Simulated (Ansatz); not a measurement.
**C3H3ClO2Sn: basis-set convergence**

An exercise on one series of results from a longer session: the logs are not shown, and one member is left open.

Method: one geometry, several basis sets; program: Ansatz 0.2.0, Gaussian basis.

The runs, in order: PBE0-D4/def2-SVP; ωB97M-V/def2-SVP; PBE0-D4/def2-QZVPP; ωB97M-V/def2-QZVPP; the functionals' def2-TZVPP values are taken from earlier runs.

### The geometry

The geometry comes from an earlier relaxation with PBE0-D4 in a triple-zeta def2 set; it is a stationary point, not always the lowest conformer. Sn takes the def2 core potential; no spin-orbit term is included.

SMILES `[Cl][Sn-]1[O]C=CC=[O+]1`, 10 atoms, charge 0, spin multiplicity 1.

Atoms are counted from 1 here; the program's logs count them from 0.

Bond lengths: Cl1–Sn2 2.394 Å, Sn2–O3 2.164 Å, Sn2–O7 2.164 Å, O3–C4 1.264 Å, C4–C5 1.390 Å, C4–H8 1.097 Å, C5–C6 1.390 Å, C5–H9 1.081 Å, C6–O7 1.264 Å, C6–H10 1.097 Å. Angles: Cl1–Sn2–O3 91.3°, Cl1–Sn2–O7 91.3°, O3–Sn2–O7 84.2°, Sn2–O3–C4 126.1°, O3–C4–C5 127.7°, O3–C4–H8 115.1°, C5–C4–H8 117.1°, C4–C5–C6 124.5°, C4–C5–H9 117.7°, C6–C5–H9 117.7°, C5–C6–O7 127.7°, C5–C6–H10 117.1°, O7–C6–H10 115.1°, Sn2–O7–C6 126.1°.

The first run:

in.yaml

```yaml
crystal:
  periodic: [false, false, false]
  atoms:
    - {symbol: Cl, position_ang: [0.469194, -2.616419, 1.528790]}
    - {symbol: Sn, position_ang: [1.574819, -1.783908, -0.424042]}
    - {symbol: O, position_ang: [-0.303719, -1.116502, -1.264864]}
    - {symbol: C, position_ang: [-0.982871, -0.124740, -0.874348]}
    - {symbol: C, position_ang: [-0.591965, 0.883160, -0.000740]}
    - {symbol: C, position_ang: [0.680082, 1.000685, 0.546934]}
    - {symbol: O, position_ang: [1.656983, 0.210432, 0.410890]}
    - {symbol: H, position_ang: [-1.991509, -0.054243, -1.299373]}
    - {symbol: H, position_ang: [-1.309501, 1.660279, 0.223455]}
    - {symbol: H, position_ang: [0.881587, 1.890156, 1.156196]}
basis:
  gaussian: {orbitals: def2-SVP}
hamiltonian: {xc: pbe0, dispersion: d4}
output: {orbitals: {seedname: orbitals}}
```

The run is started by

```
$ ansatz run in.yaml --threads 4 --pin off --events-out ev --progress --plain --max-ram 11315MiB
```

Among the steps run: PBE0-D4 in def2-SVP; ωB97M-V in def2-SVP; PBE0-D4 in def2-QZVPP; ωB97M-V in def2-QZVPP.

One of the session's tables, all rows but one given; the rest of the session is left out.

It belongs to the step «Density functionals: the series». 

| functional | basis | HOMO (eV) | LUMO (eV) |
| --- | --- | --- | --- |
| PBE0-D4 | def2-SVP | -7.24 | -2.06 |
| PBE0-D4 | def2-TZVPP | -7.38 | -2.21 |
| PBE0-D4 | def2-QZVPP | -7.40 | -2.25 |
| ωB97M-V | def2-SVP | -9.26 | 0.12 |
| ωB97M-V | def2-TZVPP | -9.44 | -0.09 |
| ωB97M-V | def2-QZVPP | ? | ? |

**Question.** Estimate the row for ωB97M-V, def2-QZVPP.

**Answer.** HOMO (eV): -9.47; LUMO (eV): -0.15. In the column «HOMO (eV)» it is the lowest.
